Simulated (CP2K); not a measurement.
Crystal: BiTe.

```
Bi Te
1.0
     4.57498    0.00000    0.00000
     2.28749    3.96205    0.00000
     2.28749    1.32068    3.73546
Bi Te
1 1
Direct
  0.00000 0.00000 0.00000
  0.50000 0.50000 0.50000
```

Base run:

```yaml
Program: CP2K 2026.2
Functional: PBE
Potentials_or_basis: POTENTIAL_UZH Bi GTH-PBE-q5, Te GTH-PBE-q6; TZV2P-MOLOPT-PBE-GTH basis
Density_cutoff: 6123 eV
k_mesh: 7 × 7 × 7
Occupations: fermi-dirac, width 0.05 eV
Spin: no spin polarisation
```

Its results: band gap on the k mesh none (metal or under the smearing width); pressure 1.1 GPa.

After a change of settings the same cell gave: band gap on the k mesh none (metal or under the smearing width); pressure 2.9 GPa. Which change was it?
A. potentials or basis from POTENTIAL_UZH Bi GTH-PBE-q5, Te GTH-PBE-q6; TZV2P-MOLOPT-PBE-GTH basis to POTENTIAL_UZH Bi GTH-PBE-q5, Te GTH-PBE-q6; ccGRB-D basis; basis sets from Bi TZV2P-MOLOPT-PBE-GTH-q5, Te TZV2P-MOLOPT-PBE-GTH-q6 to Bi ccGRB-D-q5, Te ccGRB-D-q6
B. potentials or basis from POTENTIAL_UZH Bi GTH-PBE-q5, Te GTH-PBE-q6; TZV2P-MOLOPT-PBE-GTH basis to POTENTIAL_UZH Bi GTH-PBE-q5, Te GTH-PBE-q6; DZVP-MOLOPT-PBE-GTH basis; basis sets from Bi TZV2P-MOLOPT-PBE-GTH-q5, Te TZV2P-MOLOPT-PBE-GTH-q6 to Bi DZVP-MOLOPT-PBE-GTH-q5, Te DZVP-MOLOPT-PBE-GTH-q6
C. potentials or basis from POTENTIAL_UZH Bi GTH-PBE-q5, Te GTH-PBE-q6; TZV2P-MOLOPT-PBE-GTH basis to POTENTIAL_UZH Bi GTH-PBE-q5, Te GTH-PBE-q6; TZVP-MOLOPT-PBE-GTH basis; basis sets from Bi TZV2P-MOLOPT-PBE-GTH-q5, Te TZV2P-MOLOPT-PBE-GTH-q6 to Bi TZVP-MOLOPT-PBE-GTH-q5, Te TZVP-MOLOPT-PBE-GTH-q6

A.

Caveats: spin-orbit coupling is left out, which moves the levels of the heavy elements; the basis of atomic orbitals isn't converged, which shifts pressures, moduli and gaps.
